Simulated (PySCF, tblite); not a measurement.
**C₆H₇BOS: geometry, infrared bands and NMR shifts**

Aim: predict the infrared bands and NMR shifts of C₆H₇BOS (`BCc1csccc1=O`).

Programs: tblite 0.8.0 and PySCF 2.14.0, with density-fitted response routines of our own. Each step states its level of theory. These are calculated values for one molecule in the gas phase, unless marked as measured. Atoms count from 0, in the outputs and in this text.

**1. The starting structure**

16 atoms, charge 0, multiplicity 1; geometry from: force field or distance geometry start.

Bonds of the start (Å): B0–C1 1.59, C1–C2 1.52, C2–C3 1.41, C3–S4 1.69, S4–C5 1.68, C5–C6 1.39, C6–C7 1.41, C7–O8 1.27, C7–C2 1.42, B0–H9 1.18, B0–H10 1.19, C1–H11 1.12, C1–H12 1.09, C3–H13 1.07, C5–H14 1.09, C6–H15 1.09.

**2. Optimising the geometry with GFN2-xTB**

Job settings and geometry (Å):

```
{"job": {"kind": "relax", "xc": "GFN2-xTB", "basis": "xTB"}, "charge": 0, "multiplicity": 1}
B     -2.508800    -0.026900     0.605900
C     -1.607000    -0.463500    -0.627700
C     -0.164600    -0.026200    -0.396900
C      0.203600     1.231500    -0.930200
S      1.782800     1.760900    -0.673000
C      2.687600     0.654600     0.200800
C      2.070500    -0.514200     0.617100
C      0.728200    -0.840400     0.351700
O      0.302700    -1.945100     0.804700
H     -2.290900    -0.424400     1.699100
H     -3.427600     0.710500     0.431100
H     -1.664000    -1.574100    -0.731900
H     -2.018600    -0.023000    -1.540100
H     -0.488700     1.842700    -1.474100
H      3.725500     0.863400     0.444600
H      2.661700    -1.216900     1.207400
```

Run with:

```bash
OMP_NUM_THREADS=1 python probes_run.py task.json out
```

This one command runs all jobs of the session in turn.

**Question.** This job is followed by: GFN2-xTB harmonic vibrations, gas phase; GIAO PBE0/pcSseg-1 NMR shielding, non-relativistic, gas phase. What will the session give for the following? strongest single infrared mode (GFN2-xTB); zero-point energy (GFN2-xTB); 13C shifts against TMS (PBE0/pcSseg-1); 1H shifts against TMS (PBE0/pcSseg-1, means over atoms taken as alike); 11B shifts against BF3·OEt2 (PBE0/pcSseg-1); 33S shifts against CS2 (PBE0/pcSseg-1); 17O shifts against H2O (PBE0/pcSseg-1).

The runs gave:

```
                                                              quantity                                        value
                             strongest single infrared mode (GFN2-xTB)                        1648 cm⁻¹, 413 km/mol
                                          zero-point energy (GFN2-xTB)                                69.8 kcal/mol
                                13C shifts against TMS (PBE0/pcSseg-1)  179.8, 154.6, 143.1, 137.0, 133.8, 40.6 ppm
1H shifts against TMS (PBE0/pcSseg-1, means over atoms taken as alike)             7.81, 7.61, 7.25, 7.17, 3.20 ppm
                           11B shifts against BF3·OEt2 (PBE0/pcSseg-1)                                     91.3 ppm
                                33S shifts against CS2 (PBE0/pcSseg-1)                                      126 ppm
                                17O shifts against H2O (PBE0/pcSseg-1)                                    568.4 ppm
```

**Reading.** The optimisation took 87 steps and gained 0.714 eV; among the close pairs (by a distance rule), C2–C3 changed most, from 1.415 to 1.343 Å. No mode is imaginary among the 42: a minimum at this level. The strongest single mode, at 1648 cm⁻¹, moves mainly C7 and O8. Unscaled tight-binding wavenumbers are off by several per cent, some by more. Its intensities can rank the bands wrongly. At PBE0/pcSseg-1: Shielding is most anisotropic at O8 (span 1134 ppm, paramagnetic term -635 ppm).
